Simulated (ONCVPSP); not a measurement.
**Pseudopotential generation for Cu: ONCV, LDA (Perdew-Wang 92)**

Do these settings give a usable potential? It is generated, then checked for transferability, scattering, ghosts and hardness.

Program: ONCVPSP 4.0.1.1 (patched build). Reference atom: LDA (Perdew-Wang 92), scalar-relativistic, spherical and spin-unpolarised. All values are calculated.

### 1 The atom and the settings

Typed settings, in words:

| Quantity | Value |
| --- | --- |
| element | copper (Cu, Z = 29) |
| type | optimised norm-conserving Vanderbilt (ONCV) |
| frozen core | [Ne] |
| valence charge | 19 |
| reference configuration | 3s2 3p6 3d10 4s1 |
| partial waves | 3s+4s: rc 0.95 bohr, ncon 4, nbas 9, qcut 15.8 1/bohr, 2 projectors; 3p: rc 1.15 bohr, ncon 4, nbas 8, qcut 9.3 1/bohr, 2 projectors, debl 2.4 Ha; 3d: rc 1.30 bohr, ncon 4, nbas 9, qcut 12.1 1/bohr, 1 projector |
| local potential | polynomial inside 0.95 bohr (lpopt 2, dvloc0 0 Ha) |
| core correction | Teter function fitted to the true core (icmod 2), fcfact 0.6 |

The nodes and maxima of the atom's own shells, from an earlier all-electron run, set the scale for the radii.

All-electron outer shells of the reference configuration (LDA (PZ), scalar-relativistic, ld1.x):

```csv
shell,level (eV),outermost node (bohr),outermost maximum (bohr)
2p,-916.44,–,0.16
3s,-114.15,0.29,0.61
3p,-72.03,0.26,0.62
3d,-5.32,–,0.60
4s,-4.87,0.89,2.24
4p,-0.79,0.98,3.52
```

### 2 Generating the potential

Cu.dat

```
# ATOM AND REFERENCE CONFIGURATION
# atsym  z   nc   nv     iexc    psfile
  Cu 29.00    3    4  -001012      upf
#
#   n    l    f
    1    0    2.00
    2    0    2.00
    2    1    6.00
    3    0    2.00
    3    1    6.00
    3    2   10.00
    4    0    1.00
#
# PSEUDOPOTENTIAL AND OPTIMIZATION
# lmax
    2
#
#   l,   rc,      ep,       ncon, nbas, qcut
    0    0.95    0.00    4    9   15.80
    1    1.15    0.00    4    8    9.30
    2    1.30    0.00    4    9   12.10
#
# LOCAL POTENTIAL
# lloc, lpopt,  rc(5),   dvloc0
    4    2    0.95    0.00
#
# VANDERBILT-KLEINMAN-BYLANDER PROJECTORs
# l, nproj, debl
    0    2    0.90
    1    2    2.40
    2    1    1.60
#
# MODEL CORE CHARGE
# icmod, fcfact, rcfact
    2    0.60    1.00
#
# LOG DERIVATIVE ANALYSIS
# epsh1, epsh2, depsh
   -6.00    5.00    0.04
#
# OUTPUT GRID
# rlmax, drl
    6.00    0.01
#
# TEST CONFIGURATIONS
# ncnf
    4
# nvcnf
#   n    l    f
    4
    3    0    2.00
    3    1    6.00
    3    2   10.00
    4    0    0.00
#
    4
    3    0    2.00
    3    1    6.00
    3    2    9.00
    4    0    0.00
#
    4
    3    0    2.00
    3    1    6.00
    3    2    8.00
    4    0    0.00
#
    4
    3    0    2.00
    3    1    6.00
    3    2    7.00
    4    0    0.00
#
```

Started as:

```sh
$ oncvpsp.x < Cu.dat > Cu.out
```

Before running it: what results should come out? Wanted: cutoffs for 1 and 0.1 mHa per electron, occupied waves; bound ghosts; GHOST(+) flags; largest test error; largest phase difference near zero energy, channels read; rms error of d²Exc/dn², without and with the model core; projector energies reset by the program.

As calculated:

| quantity | value |
| --- | --- |
| cutoffs for 1 and 0.1 mHa per electron, occupied waves | 77 Ha and 90 Ha |
| bound ghosts | none found |
| GHOST(+) flags | s at 2057 eV |
| largest test error (AE − PS) | -11 meV, for 3s2 3p6 3d9 4s0 (2 tests unsolved) |
| largest phase difference near zero energy, channels read | 0.007 rad |
| rms error of d²Exc/dn², without and with the model core | 2.18 and 0.87 mHa |
| projector energies reset by the program | p: -2.647, 0.250 Ha |

**Reading.** By total energies transferability is good where solved: the largest error is 11 meV on 30.1 eV, for 3s2 3p6 3d9 4s0. Of the tests 2 gave no usable energy difference, which is a warning in itself. The potential is very hard: the looser tolerance needs 77 Ha. At the looser tolerance the 3s wave is the slowest; 4s needs 60 Ha. The program's ghost test flags no bound state. Near zero energy the phases of the channels with partial waves agree within 0.007 rad. The program also flags highly localised states, GHOST(+) (s). All of this concerns the isolated atom, not yet a solid.
